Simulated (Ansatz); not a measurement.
# One shape, several levels: [GeH3]− (SMILES [GeH3-])

Wanted: a comparison of 6 runs (UHF/STO-3G, B3LYP/STO-3G, r2SCAN/STO-3G, MP2/STO-3G, CCSD(T)/STO-3G, UCCSD(T)/STO-3G) of [GeH3]−. 

The calculation is run with Ansatz 0.2.0.

3 further runs of the same task are left out: 2 that didn't finish, 1 set aside as unsound or not needed.

**1. The structure to begin with**

[GeH3]−: 4 atoms, total charge -1, spin state singlet. SMILES: `[GeH3-]`. The H4–Ge1 distance was set to 2.197 Å, away from the relaxed value. At this shape a bond of the SMILES string is far longer than usual.

Bond lengths: Ge1–H2 1.750 Å, Ge1–H3 1.752 Å. Angles: H2–Ge1–H3 89.2°. A long bond or contact: Ge1–H4 2.197 Å.

**2. The energy at UHF/STO-3G (run 1)**

in.yaml

```yaml
crystal:
  periodic: [false, false, false]
  atoms:
    - {symbol: Ge, position_ang: [0.701948, -0.646551, -0.515227]}
    - {symbol: H, position_ang: [1.168068, -0.217301, 1.116083]}
    - {symbol: H, position_ang: [-0.707832, -1.462181, 0.129093]}
    - {symbol: H, position_ang: [-0.463100, 1.211260, -0.649430]}
basis:
  gaussian:
    orbitals: STO-3G
accuracy: high
total_charge: -1
magnetization:
  spin_polarized: true
hamiltonian:
  xc: hf
```

Command:

```console
$ ansatz run in.yaml --threads 1 --pin off --max-ram 2610MiB --events-out events.jsonl --progress --plain --runs-dir runs
```

The program printed:

```text
Warning: RAYON_NUM_THREADS=1 ignored (pool sized by the plan → 1); use --threads N
Functional definition: HF
  name "HF"
  exchange = exact_x
  correlation = 0
255 factors; integrals over basis functions are off by at most 1.2e-8 eV
mean field evaluation 1: about -55868.7798 eV, gradient 6.5e0 eV
mean field evaluation 2: about -55868.7935 eV, gradient 6.4e0 eV
mean field evaluation 4: about -55869.4679 eV, gradient 4.8e-1 eV
mean field evaluation 8: about -55869.4708 eV, gradient 4.8e-6 eV
mean field evaluation 16: about -55869.5020 eV, gradient 1.6e-4 eV
mean field evaluation 32: about -55866.5619 eV, gradient 1.1e1 eV
mean field -55869.50198262 eV, -2053.1663281527 hartree, gradient 3.3e-8 eV, S^2 0.172768; 2 other end points of the search recorded, 0 dependent functions left out
reference -55869.50198262 eV, -2053.1663281527 hartree; 18, 18 occupied and 3, 3 virtual orbitals, 255 factors
Total energy: -55869.50198262 eV, -2053.1663281527 hartree
```

Wall time 0.16 s (1 thread of Intel Xeon Platinum 8559C (Emerald Rapids), shared host).

**3. A single-point energy at B3LYP/STO-3G (run 2)**

run.yaml

```yaml
crystal:
  periodic: [false, false, false]
  atoms:
    - {symbol: Ge, position_ang: [0.701948, -0.646551, -0.515227]}
    - {symbol: H, position_ang: [1.168068, -0.217301, 1.116083]}
    - {symbol: H, position_ang: [-0.707832, -1.462181, 0.129093]}
    - {symbol: H, position_ang: [-0.463100, 1.211260, -0.649430]}
basis:
  gaussian: {orbitals: STO-3G}
total_charge: -1
hamiltonian: {xc: {name: B3LYP}}
accuracy: high
```

Command:

```console
$ ansatz run run.yaml --threads 1 --pin off --max-ram 2610MiB --events-out events.jsonl --progress --plain --runs-dir runs
```

The program printed:

```text
Warning: RAYON_NUM_THREADS=1 ignored (pool sized by the plan → 1); use --threads N
Functional definition: B3LYP
  name "B3LYP"
  parameter a0 = 0.2
  parameter ax = 0.72
  parameter ac = 0.81
  exchange = (1 - a0 - ax)*slater_x + ax*b88_x + a0*exact_x
  correlation = (1 - ac)*vwn_rpa_c + ac*lyp_c
255 factors; integrals over basis functions are off by at most 1.2e-8 eV
mean field evaluation 1: about -55845.5543 eV, gradient 1.1e2 eV
mean field evaluation 2: about -55873.4010 eV, gradient 6.0e1 eV
mean field evaluation 4: about -55907.3434 eV, gradient 5.1e0 eV
mean field evaluation 8: about -55907.4672 eV, gradient 1.9e-1 eV
mean field evaluation 16: about -55907.4675 eV, gradient 2.5e-5 eV
mean field -55907.46745002 eV, -2054.5615333458 hartree, gradient 1.4e-8 eV, S^2 0.000000; 0 other end points of the search recorded, 0 dependent functions left out
reference -55907.46747594 eV, -2054.5615342982 hartree; 18, 18 occupied and 3, 3 virtual orbitals, 255 factors
Total energy: -55907.46747594 eV, -2054.5615342982 hartree
```

It took 0.56 s on 1 thread of Intel Xeon Platinum 8559C (Emerald Rapids), shared host.

Run 3 isn't shown in full; the table further down has it.

**4. The energy at MP2/STO-3G (run 4)**

run.yaml

```yaml
crystal:
  periodic: [false, false, false]
  atoms:
    - symbol: Ge
      position_ang: [0.701948, -0.646551, -0.515227]
    - symbol: H
      position_ang: [1.168068, -0.217301, 1.116083]
    - symbol: H
      position_ang: [-0.707832, -1.462181, 0.129093]
    - symbol: H
      position_ang: [-0.463100, 1.211260, -0.649430]
basis:
  gaussian: {orbitals: STO-3G}
total_charge: -1
correlation: {method: mp2, frozen_orbitals: {Ge: 9, H: 0}}
accuracy: high
```

Command:

```console
$ ansatz run run.yaml --threads 1 --pin off --max-ram 2610MiB --events-out events.jsonl --progress --plain --runs-dir runs
```

The program printed:

```text
Warning: RAYON_NUM_THREADS=1 ignored (pool sized by the plan → 1); use --threads N
[... 4 set-up lines as earlier in the session ...]
255 factors; integrals over basis functions are off by at most 1.2e-8 eV
mean field evaluation 1: about -55868.7798 eV, gradient 9.2e0 eV
mean field evaluation 2: about -55868.7935 eV, gradient 9.1e0 eV
mean field evaluation 4: about -55869.4676 eV, gradient 6.8e-1 eV
mean field evaluation 8: about -55869.4708 eV, gradient 6.0e-6 eV
mean field -55869.47076995 eV, -2053.1651811082 hartree, gradient 1.8e-8 eV, S^2 0.000000; 0 other end points of the search recorded, 0 dependent functions left out; unrestricted orbitals would lower it
mean field evaluation 16: about -55869.4939 eV, gradient 3.7e-1 eV
9 core orbitals not correlated: weight in the atoms' cores, before any rotation towards them, 1.000 or more for the frozen orbitals, at most 0.000 for the correlated occupied ones
reference -55869.47076995 eV, -2053.1651811082 hartree; 9, 9 occupied and 3, 3 virtual orbitals, 255 factors
second order -1.47011018 eV of doubles, -0.00000000 eV of singles
Total energy: -55870.94088013 eV, -2053.2192066608 hartree
```

It took 0.1 s on 1 thread of Intel Xeon Platinum 8559C (Emerald Rapids), shared host.

Run 5 isn't shown in full; the table further down has it.

**5. The energy at UCCSD(T)/STO-3G (run 6)**

job.yaml

```yaml
crystal:
  periodic: [false, false, false]
  atoms:
    - {symbol: Ge, position_ang: [0.701948, -0.646551, -0.515227]}
    - {symbol: H, position_ang: [1.168068, -0.217301, 1.116083]}
    - {symbol: H, position_ang: [-0.707832, -1.462181, 0.129093]}
    - {symbol: H, position_ang: [-0.463100, 1.211260, -0.649430]}
basis:
  gaussian:
    orbitals: STO-3G
correlation:
  method: ccsd_t
  frozen_orbitals: {Ge: 9, H: 0}
scf:
  omitted_lower_state_checks: [cluster_reference, increment]
accuracy: high
total_charge: -1
magnetization:
  spin_polarized: true
  initial_magnetization: 0
```

Command:

```console
$ ansatz run job.yaml --threads 1 --pin off --max-ram 2610MiB --events-out events.jsonl --progress --plain --runs-dir runs
```

The program printed:

```text
Warning: RAYON_NUM_THREADS=1 ignored (pool sized by the plan → 1); use --threads N
[... 12 lines left out ...]
9 core orbitals not correlated: weight in the atoms' cores, before any rotation towards them, 1.000 or more for the frozen orbitals, at most 0.000 for the correlated occupied ones
[... 27 lines left out ...]
Total energy: -55871.79745556 eV, -2053.2506852273 hartree
Checks for a lower state left out: cluster_reference, increment
```

Wall time 0.24 s (1 thread of Intel Xeon Platinum 8559C (Emerald Rapids), shared host).

**6. All runs side by side**

```
run            level  frozen core orbitals   energy (Eh)  wall time
  1       UHF/STO-3G                     –  -2053.166328     0.16 s
  2     B3LYP/STO-3G                     –  -2054.561534     0.56 s
  3    r2SCAN/STO-3G                     –  -2054.635115        1 s
  4       MP2/STO-3G                     9  -2053.219207      0.1 s
  5   CCSD(T)/STO-3G                     9  -2053.250730     0.14 s
  6  UCCSD(T)/STO-3G                     9  -2053.250685     0.24 s
```

**7. Results**

| quantity | value |
| --- | --- |
| run 6: total energy | -2053.25069 Eh |
| run 6: correlation energy (9 core orbitals frozen) | -84.4 mEh |
| run 6: (T) correction | -0.39 mEh |
| run 6: ⟨S²⟩ of the reference determinant | 0.173 |
| run 6: T1 diagnostic | 0.040 |

Below the UHF energy at the same shape and in the same basis (STO-3G): MP2 -52.9 mEh; CCSD(T) -84.4 mEh; UCCSD(T) -84.4 mEh. Some of these start from another determinant than that one, so these aren't their correlation energies. Totals of different functionals can't be ranked against each other. In runs 4, 5 the log says that unrestricted orbitals would lower the reference, so the values rest on an unstable closed-shell determinant (other closed-shell runs at this shape may share the fault). In runs 1, 2, 3, 4, 5, 6 the basis is minimal, so the values are rough. Spin contamination of the reference: run 1 ⟨S²⟩ = 0.17, run 6 ⟨S²⟩ = 0.17. All runs together took 2.2 s, the longest 1 s.
